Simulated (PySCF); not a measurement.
# 4-amino-1-fluorobenzene: NMR shifts at several levels of theory, part 2 of 2

PySCF 2.14.0. Atoms count from 0. Earlier steps stand in the parts before.

## (6) Shielding tensors: KT3/pcSseg-1

Job settings and geometry (Å):

```
{"job": {"kind": "nmr", "xc": "KT3", "basis": "pcSseg-1", "pop": false}, "charge": 0, "multiplicity": 1}
N      2.429902    -0.053280     0.109461
C      1.055074     0.087422     0.037914
C      0.445271     1.340603     0.217409
C     -0.939275     1.476452     0.195043
C     -1.734390     0.356328    -0.007534
F     -3.065565     0.484831    -0.033442
C     -1.161430    -0.895745    -0.186530
C      0.223508    -1.027183    -0.163476
H      2.971390     0.781334    -0.072566
H      2.815510    -0.873946    -0.338527
H      1.068874     2.223522     0.380825
H     -1.412050     2.450722     0.332877
H     -1.806869    -1.761810    -0.344746
H      0.671617    -2.014785    -0.301024
```

Method: GIAO KT3/pcSseg-1 NMR shielding, non-relativistic, gas phase.

The log of the run:

```text
coarse grid: 12384 points
cycle   1  E = -392.4817814621  dE =  1.184e+00  |g| = 7.105e-01  |ddm| = 3.738e+00
cycle   2  E = -392.3756130914  dE =  1.062e-01  |g| = 1.054e+00  |ddm| = 1.686e+00
cycle   3  E = -392.5779412053  dE = -2.023e-01  |g| = 1.578e-01  |ddm| = 1.078e+00
cycle   4  E = -392.5835503174  dE = -5.609e-03  |g| = 5.349e-02  |ddm| = 2.114e-01
cycle   5  E = -392.5841889111  dE = -6.386e-04  |g| = 2.794e-02  |ddm| = 7.881e-02
cycle   6  E = -392.5843910088  dE = -2.021e-04  |g| = 3.926e-03  |ddm| = 3.407e-02
cycle   7  E = -392.5843939172  dE = -2.908e-06  |g| = 2.153e-03  |ddm| = 6.399e-03
final grid: 122080 points
cycle   8  E = -392.6065560468  dE = -2.158e-04  |g| = 2.373e-02  |ddm| = 1.118e-01
cycle   9  E = -392.6063473541  dE =  2.087e-04  |g| = 4.336e-02  |ddm| = 5.840e-02
cycle  10  E = -392.6066376400  dE = -2.903e-04  |g| = 1.697e-03  |ddm| = 4.154e-02
cycle  11  E = -392.6066382060  dE = -5.660e-07  |g| = 7.844e-04  |ddm| = 2.467e-03
cycle  12  E = -392.6066383375  dE = -1.315e-07  |g| = 2.857e-04  |ddm| = 8.679e-04
cycle  13  E = -392.6066383585  dE = -2.106e-08  |g| = 9.927e-05  |ddm| = 4.012e-04
cycle  14  E = -392.6066383615  dE = -2.931e-09  |g| = 1.931e-05  |ddm| = 1.221e-04
cycle  15  E = -392.6066383616  dE = -8.811e-11  |g| = 4.789e-06  |ddm| = 2.604e-05
converged SCF energy = -392.6066383616

GIAO shielding tensors (ppm)
atom      isotropic    diamagn.    paramagn.     s11        s22        s33       span
  0 N      188.304     314.291    -125.987    155.746    158.247    250.918     95.171
  1 C       46.980     254.814    -207.834    -29.575     21.973    148.542    178.117
  2 C       75.873     253.217    -177.344      0.882     71.011    155.725    154.843
  3 C       72.616     254.901    -182.285     -4.958     62.320    160.487    165.444
  4 C       30.825     253.411    -222.586    -34.126     40.441     86.161    120.287
  5 F      291.649     477.275    -185.627    222.816    302.359    349.771    126.955
  6 C       72.594     254.910    -182.316     -4.996     62.311    160.468    165.464
  7 C       75.847     253.626    -177.778      0.821     71.034    155.687    154.866
  8 H       28.476      31.085      -2.609     21.896     27.510     36.022     14.127
  9 H       28.476      31.428      -2.952     21.895     27.515     36.019     14.124
 10 H       25.154      31.866      -6.712     21.495     25.679     28.288      6.793
 11 H       24.765      29.710      -4.945     21.683     25.596     27.017      5.334
 12 H       24.766      30.265      -5.499     21.682     25.595     27.021      5.338
 13 H       25.153      32.494      -7.341     21.497     25.673     28.288      6.791
```

Wall time 30 s (1 thread, shared host).

This run: δ C4 151.5, C1 135.3, C3 109.7, C2 106.4, H11 6.55, H10 6.17 ppm (means over like atoms).

## (7) Nuclear shieldings: OPBE/pcSseg-1

Settings changed since step 6:

```diff
@@ -1,2 +1,2 @@
-{"job": {"kind": "nmr", "xc": "KT3", "basis": "pcSseg-1", "pop": false}, "charge": 0, "multiplicity": 1}
+{"job": {"kind": "nmr", "xc": "OPBE", "basis": "pcSseg-1", "pop": false}, "charge": 0, "multiplicity": 1}
 N      2.429902    -0.053280     0.109461
```

Level: GIAO OPBE/pcSseg-1 NMR shielding, non-relativistic, gas phase.

The log of the run:

```text
coarse grid: 12384 points
cycle   1  E = -386.5180831605  dE =  1.136e+00  |g| = 6.117e-01  |ddm| = 3.731e+00
cycle   2  E = -386.4471648961  dE =  7.092e-02  |g| = 8.671e-01  |ddm| = 1.351e+00
cycle   3  E = -386.5953910668  dE = -1.482e-01  |g| = 1.397e-01  |ddm| = 7.954e-01
cycle   4  E = -386.5999981475  dE = -4.607e-03  |g| = 5.943e-02  |ddm| = 2.066e-01
cycle   5  E = -386.6009270702  dE = -9.289e-04  |g| = 2.176e-02  |ddm| = 7.536e-02
cycle   6  E = -386.6010392447  dE = -1.122e-04  |g| = 3.480e-03  |ddm| = 2.444e-02
cycle   7  E = -386.6010418544  dE = -2.610e-06  |g| = 1.099e-03  |ddm| = 5.114e-03
final grid: 122080 points
cycle   8  E = -386.6257897296  dE = -1.829e-04  |g| = 1.454e-02  |ddm| = 8.649e-02
cycle   9  E = -386.6257518720  dE =  3.786e-05  |g| = 2.115e-02  |ddm| = 3.309e-02
cycle  10  E = -386.6258248882  dE = -7.302e-05  |g| = 2.879e-03  |ddm| = 2.124e-02
cycle  11  E = -386.6258266501  dE = -1.762e-06  |g| = 4.102e-04  |ddm| = 3.010e-03
cycle  12  E = -386.6258266621  dE = -1.201e-08  |g| = 2.953e-04  |ddm| = 5.978e-04
cycle  13  E = -386.6258266858  dE = -2.377e-08  |g| = 8.857e-05  |ddm| = 3.974e-04
cycle  14  E = -386.6258266879  dE = -2.080e-09  |g| = 3.067e-05  |ddm| = 1.098e-04
cycle  15  E = -386.6258266882  dE = -2.349e-10  |g| = 7.494e-06  |ddm| = 2.952e-05
converged SCF energy = -386.6258266882

GIAO shielding tensors (ppm)
atom      isotropic    diamagn.    paramagn.     s11        s22        s33       span
  0 N      188.975     315.424    -126.449    158.618    160.081    248.226     89.607
  1 C       48.706     253.839    -205.133    -29.535     22.842    152.812    182.347
  2 C       74.909     251.821    -176.912     -1.090     66.174    159.643    160.733
  3 C       71.866     253.689    -181.823     -7.284     58.159    164.723    172.007
  4 C       31.458     252.921    -221.462    -35.519     42.541     87.353    122.873
  5 F      287.270     476.694    -189.424    213.786    287.636    360.388    146.602
  6 C       71.844     253.681    -181.837     -7.321     58.149    164.704    172.025
  7 C       74.884     252.201    -177.317     -1.153     66.197    159.608    160.760
  8 H       28.275      31.168      -2.892     21.671     27.136     36.019     14.348
  9 H       28.275      31.456      -3.181     21.670     27.140     36.015     14.345
 10 H       24.864      31.520      -6.657     21.225     25.237     28.129      6.904
 11 H       24.465      29.563      -5.098     21.415     25.087     26.893      5.478
 12 H       24.466      30.041      -5.575     21.415     25.086     26.897      5.482
 13 H       24.862      32.058      -7.196     21.227     25.231     28.129      6.902
```

Wall time 40 s (1 thread, shared host).

This run: δ C4 153.7, C1 136.4, C3 113.3, C2 110.2, H11 6.76, H10 6.37 ppm (means over like atoms).

## (8) Nuclear shieldings: KT2/pcSseg-1

Settings changed since step 7:

```diff
@@ -1,2 +1,2 @@
-{"job": {"kind": "nmr", "xc": "OPBE", "basis": "pcSseg-1", "pop": false}, "charge": 0, "multiplicity": 1}
+{"job": {"kind": "nmr", "xc": "KT2", "basis": "pcSseg-1", "pop": false}, "charge": 0, "multiplicity": 1}
 N      2.429902    -0.053280     0.109461
```

Level: GIAO KT2/pcSseg-1 NMR shielding, non-relativistic, gas phase.

The log of the run:

```text
coarse grid: 12384 points
cycle   1  E = -393.0168099306  dE =  1.199e+00  |g| = 6.933e-01  |ddm| = 3.729e+00
cycle   2  E = -392.9100575145  dE =  1.068e-01  |g| = 1.050e+00  |ddm| = 1.657e+00
cycle   3  E = -393.1073560169  dE = -1.973e-01  |g| = 1.563e-01  |ddm| = 1.077e+00
cycle   4  E = -393.1127475788  dE = -5.392e-03  |g| = 5.042e-02  |ddm| = 2.058e-01
cycle   5  E = -393.1132803907  dE = -5.328e-04  |g| = 2.787e-02  |ddm| = 7.641e-02
cycle   6  E = -393.1134829298  dE = -2.025e-04  |g| = 4.283e-03  |ddm| = 3.506e-02
cycle   7  E = -393.1134866093  dE = -3.679e-06  |g| = 2.303e-03  |ddm| = 7.090e-03
final grid: 122080 points
cycle   8  E = -393.1435530564  dE = -2.198e-04  |g| = 2.815e-02  |ddm| = 1.149e-01
cycle   9  E = -393.1432168392  dE =  3.362e-04  |g| = 5.293e-02  |ddm| = 7.282e-02
cycle  10  E = -393.1436869902  dE = -4.702e-04  |g| = 2.844e-03  |ddm| = 5.210e-02
cycle  11  E = -393.1436885534  dE = -1.563e-06  |g| = 9.895e-04  |ddm| = 4.015e-03
cycle  12  E = -393.1436887575  dE = -2.041e-07  |g| = 4.217e-04  |ddm| = 1.272e-03
cycle  13  E = -393.1436888050  dE = -4.756e-08  |g| = 1.246e-04  |ddm| = 5.596e-04
cycle  14  E = -393.1436888089  dE = -3.873e-09  |g| = 4.816e-05  |ddm| = 1.770e-04
cycle  15  E = -393.1436888095  dE = -6.249e-10  |g| = 4.243e-06  |ddm| = 4.839e-05
converged SCF energy = -393.1436888095

GIAO shielding tensors (ppm)
atom      isotropic    diamagn.    paramagn.     s11        s22        s33       span
  0 N      189.307     315.260    -125.952    156.342    159.259    252.320     95.978
  1 C       45.803     255.292    -209.489    -31.833     20.889    148.354    180.187
  2 C       75.821     254.707    -178.886      0.655     70.793    156.014    155.359
  3 C       72.284     256.470    -184.187     -5.656     61.560    160.947    166.603
  4 C       29.351     253.616    -224.265    -36.286     39.575     84.765    121.051
  5 F      292.079     476.693    -184.614    224.706    300.371    351.160    126.454
  6 C       72.262     256.357    -184.095     -5.695     61.553    160.927    166.623
  7 C       75.794     254.998    -179.204      0.594     70.815    155.972    155.379
  8 H       28.368      30.921      -2.554     21.773     27.346     35.984     14.211
  9 H       28.368      31.279      -2.911     21.773     27.351     35.981     14.208
 10 H       24.986      31.468      -6.482     21.307     25.642     28.008      6.700
 11 H       24.609      29.323      -4.715     21.523     25.581     26.722      5.199
 12 H       24.609      29.867      -5.258     21.522     25.580     26.726      5.203
 13 H       24.985      32.090      -7.106     21.309     25.636     28.008      6.699
```

Wall time 31 s (1 thread, shared host).

In short: δ C4 153.9, C1 137.4, C3 110.9, C2 107.4, H11 6.57, H10 6.19 ppm (means over like atoms).

## (9) Run by run: NMR shifts

Shifts (ppm) of some atoms, chosen among heavy atoms and hydrogens apart, means over like atoms, with basis size and wall time (the measured row can stand on another reference than the computed rows):

```tsv
run	C4	C1	C3	C2	H11	H10	F5	functions	time
BLYP/pcSseg-1	163.3	146.3	118.9	115.1	6.59	6.20	-140.6	166	29 s
PBE/pcSseg-1	161.5	144.0	118.2	114.6	6.69	6.30	-139.9	166	29 s
BP86/pcSseg-1	161.8	144.3	118.4	114.6	6.69	6.30	-142.7	166	28 s
KT3/pcSseg-1	151.5	135.3	109.7	106.4	6.55	6.17	-142.2	166	30 s
OPBE/pcSseg-1	153.7	136.4	113.3	110.2	6.76	6.37	-131.3	166	40 s
KT2/pcSseg-1	153.9	137.4	110.9	107.4	6.57	6.19	-153.5	166	31 s
measured	156.7	–	–	–	–	–	-127.3	–	–
```

Measured: solution, CDCl3; Viesser, Ducati, Tormena, Autschbach, PCCP 2018 (ESI); G. Saielli, R. Bini, A. Bagno, Computational 19F NMR. 2. Organic compounds, RSC Adv. 2014, ESI (exp. from Berger-Braun-Kalinowski 1994 and Everett 1995).

## (10) What came out

This closing draws on all 2 parts.

| quantity | value |
| --- | --- |
| point group | Cs |
| rotational constants (main isotopes) | 5.62, 1.45, 1.15 GHz |
| 13C shifts against TMS (BLYP/pcSseg-1, means over atoms taken as alike) | 163.3, 146.3, 118.9, 115.1 ppm |
| 1H shifts against TMS (BLYP/pcSseg-1, means over atoms taken as alike) | 6.59, 6.20, 2.83 ppm |
| 15N shifts against NH3 (BLYP/pcSseg-1) | 81.6 ppm |
| 19F shifts against CFCl3 (BLYP/pcSseg-1) | -140.6 ppm |
| measured, and computed on the same scale | C4 δ 156.7, 163.3; F5 δ -127.3, -140.6 ppm |
| range of the shift of F5 | -153.5 to -131.3 ppm |

What this shows: Single values in the summary come from the first run of each kind that ended normally (BLYP/pcSseg-1), which need not be the best level. The one measured 13C shift is missed by +6.6 ppm (computed less measured, unscaled). The one measured 19F shift is missed by -13.3 ppm (computed less measured, unscaled). Vibration, temperature and solvent are missing from the calculation, and it holds one conformer, so part of the miss against the measured shifts is not the functional's. NICS(1)zz of -23 ppm above the planar ring from C1 marks a diatropic (aromatic) ring current. Across the 6 runs the shift of F5 moves most, between -153.5 (KT2/pcSseg-1) and -131.3 ppm (OPBE/pcSseg-1). Most of that comes from the computed reference, not from the atom's own shielding. For the one measured 13C shift, KT2/pcSseg-1 misses least (2.8 ppm, 31 s) and BLYP/pcSseg-1 most (6.6 ppm, 29 s); the quickest, BP86/pcSseg-1, misses by 5.1 ppm in 28 s. For the one measured 19F shift, OPBE/pcSseg-1 misses least (4.0 ppm, 40 s) and KT2/pcSseg-1 most (26.2 ppm, 31 s); the quickest, BP86/pcSseg-1, misses by 15.4 ppm in 28 s. One molecule ranks no method: errors cancel, and vibration and temperature are missing from all runs.
